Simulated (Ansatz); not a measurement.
**CH3FSn (SMILES [CH3][Sn][F]): energies and forces away from the minimum**

One table from this session's results is given with a row withheld; the runs are named, their logs left out.

Method: single points with forces in def2-TZVPP; program: Ansatz 0.2.0, Gaussian basis.

Levels: PBE-D4, r2SCAN-D4, PBE0-D4, wB97M-V, Hartree-Fock, MP2, CCSD, CCSD(T). Each coordinate is moved by a Gaussian draw of the width named (0.7 of it for atoms other than hydrogen): 0.04, 0.09, 0.12, 0.06 Å.

Correlated methods freeze the cores. Filled d shells of the heavier atoms are correlated. Core potentials replace the inner electrons past krypton, and spin-orbit coupling is left out.

11 further runs of the same task are left out: 11 set aside as unsound or not needed.

## Where the work starts

The minimum, relaxed at PBE0-D4: SMILES `[CH3][Sn][F]`, 6 atoms, charge 0, spin multiplicity 1.

Atoms are counted from 1 here; the program's logs count them from 0.

Bond lengths: C1–Sn2 2.175 Å, C1–H4 1.094 Å, C1–H5 1.094 Å, C1–H6 1.092 Å, Sn2–F3 1.952 Å. Angles: Sn2–C1–H4 108.9°, Sn2–C1–H5 108.8°, Sn2–C1–H6 113.1°, H4–C1–H5 107.3°, H4–C1–H6 109.3°, H5–C1–H6 109.2°, C1–Sn2–F3 92.9°.

As a file:

```xyz
6
charge 0, multiplicity 1
C    -0.3898    0.4212   -0.2829
Sn    0.2571   -0.6205    1.5136
F     1.6216   -1.6341    0.5541
H    -0.6849   -0.3178   -1.0339
H     0.4581    0.9794   -0.6919
H    -1.2200    1.1077   -0.1052
```

Energies of the minimum (eV), from earlier single points: PBE-D4 -9632.89501, r2SCAN-D4 -9637.31299, PBE0-D4 -9633.15025, B3LYP-D4 -9639.29985, wB97M-V -9634.26785, CCSD(T) -9612.89428.

Set-up of the first run:

The input, ccsdt-tzvpp/in.yaml:

```yaml
crystal:
  periodic: [false, false, false]
  atoms:
    - {symbol: C, position_ang: [-0.393648, 0.433153, -0.284794]}
    - {symbol: Sn, position_ang: [0.219977, -0.607872, 1.476677]}
    - {symbol: F, position_ang: [1.596494, -1.667642, 0.539685]}
    - {symbol: H, position_ang: [-0.655437, -0.315787, -1.051633]}
    - {symbol: H, position_ang: [0.481426, 1.001321, -0.732156]}
    - {symbol: H, position_ang: [-1.284730, 1.052450, -0.099603]}
basis:
  gaussian: {orbitals: def2-TZVPP}
correlation: {method: ccsd_t}
output: {forces: true}
```

The command line of these runs was not kept.

Among the steps run: Structure 1, width 0.04 Å; Structure 2, width 0.09 Å; Structure 3, width 0.12 Å; Structure 4, width 0.06 Å.

One table of the session follows, with a row left open; its other results are not shown here.

| method | RMS force component (eV/Å) | angle to CCSD(T) forces (°) | dipole (D) |
| --- | --- | --- | --- |
| PBE-D4 | ? | ? | ? |
| r2SCAN-D4 | 1.626 | 2.5 | 2.85 |
| PBE0-D4 | 1.648 | 1.8 | 2.97 |
| wB97M-V | 1.634 | 2.1 | 2.98 |
| CCSD(T) | 1.631 | reference | 2.98 |

Q: Estimate the row for PBE-D4 from the others.

As computed: RMS force component (eV/Å): 1.597; angle to CCSD(T) forces (°): 8.9; dipole (D): 2.76. In the column «RMS force component (eV/Å)» it is the lowest.
